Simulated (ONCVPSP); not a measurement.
**An ONCV potential for germanium, from input to tests**

Task: generate the file, and judge it by its errors in other configurations, its logarithmic derivatives, its ghosts and its cutoff.

Method: ONCVPSP 4.0.1.1 (patched build), PBE, scalar-relativistic.

### 1 The design

The settings as typed:

* element: germanium (Ge, Z = 32)
* type: optimised norm-conserving Vanderbilt (ONCV)
* frozen core: [Ne]
* valence charge: 22
* reference configuration: 3s2 3p6 3d10 4s2 4p2
* partial waves: 3s+4s: rc 0.95 bohr, ncon 4, nbas 8, qcut 14.1 1/bohr, 2 projectors; 3p+4p: rc 1.30 bohr, ncon 4, nbas 7, qcut 10.1 1/bohr, 2 projectors; 3d: rc 1.15 bohr, ncon 4, nbas 9, qcut 12.3 1/bohr, 3 projectors, debl 2.6 Ha
* local potential: polynomial inside 0.90 bohr (lpopt 5, dvloc0 0 Ha)
* core correction: polynomial model core, fcfact 0.45

An earlier all-electron run gives the scale for the radii.

All-electron outer shells of the reference configuration (PBE, scalar-relativistic, ld1.x):

| shell | level (eV) | outermost node (bohr) | outermost maximum (bohr) |
| --- | --- | --- | --- |
| 2s | -1371.79 | 0.06 | 0.18 |
| 2p | -1198.71 | – | 0.14 |
| 3s | -168.49 | 0.26 | 0.54 |
| 3p | -115.62 | 0.23 | 0.54 |
| 3d | -29.31 | – | 0.50 |
| 4s | -11.73 | 0.77 | 1.75 |
| 4p | -3.90 | 0.82 | 2.22 |

### 2 Generating the potential

Contents of Ge.dat:

```
# ATOM AND REFERENCE CONFIGURATION
# atsym  z   nc   nv     iexc    psfile
  Ge 32.00    3    5        4      upf
#
#   n    l    f
    1    0    2.00
    2    0    2.00
    2    1    6.00
    3    0    2.00
    3    1    6.00
    3    2   10.00
    4    0    2.00
    4    1    2.00
#
# PSEUDOPOTENTIAL AND OPTIMIZATION
# lmax
    2
#
#   l,   rc,      ep,       ncon, nbas, qcut
    0    0.95    0.00    4    8   14.10
    1    1.30    0.00    4    7   10.10
    2    1.15    0.00    4    9   12.30
#
# LOCAL POTENTIAL
# lloc, lpopt,  rc(5),   dvloc0
    4    5    0.90    0.00
#
# VANDERBILT-KLEINMAN-BYLANDER PROJECTORs
# l, nproj, debl
    0    2    2.70
    1    2    1.70
    2    3    2.60
#
# MODEL CORE CHARGE
# icmod, fcfact, rcfact
    1    0.45    0.00
#
# LOG DERIVATIVE ANALYSIS
# epsh1, epsh2, depsh
   -8.00    5.00    0.04
#
# OUTPUT GRID
# rlmax, drl
    6.00    0.01
#
# TEST CONFIGURATIONS
# ncnf
    4
# nvcnf
#   n    l    f
    5
    3    0    2.00
    3    1    6.00
    3    2   10.00
    4    0    2.00
    4    1    1.00
#
    5
    3    0    2.00
    3    1    6.00
    3    2   10.00
    4    0    2.00
    4    1    0.00
#
    5
    3    0    2.00
    3    1    6.00
    3    2   10.00
    4    0    1.00
    4    1    0.00
#
    5
    3    0    2.00
    3    1    6.00
    3    2   10.00
    4    0    0.00
    4    1    4.00
#
```

Launch:

```sh
$ oncvpsp.x < Ge.dat > Ge.out
```

Q: Predict the outcome of this session. Wanted: cutoffs for 1 and 0.1 mHa per electron, occupied waves; bound ghosts; GHOST(+) flags; largest test error; largest phase difference near zero energy, channels read; rms error of d²Exc/dn², without and with the model core.

As calculated:

```
                                                quantity                               value
  cutoffs for 1 and 0.1 mHa per electron, occupied waves                     69 Ha and 84 Ha
                                            bound ghosts                          none found
                                          GHOST(+) flags                  none at low energy
                            largest test error (AE − PS)  -7.0 meV, for 3s2 3p6 3d10 4s1 4p0
largest phase difference near zero energy, channels read                           0.000 rad
 rms error of d²Exc/dn², without and with the model core                   1.26 and 1.24 mHa
```

In words: The worst unpolarised test, 3s2 3p6 3d10 4s1 4p0, is off by 7.0 meV on 57.7 eV; by total energies transferability rates as good. It counts as very hard, with 69 Ha needed at the looser tolerance. No bound ghost shows below the valence levels. Near zero energy the phases of the channels with partial waves agree within 0.001 rad.
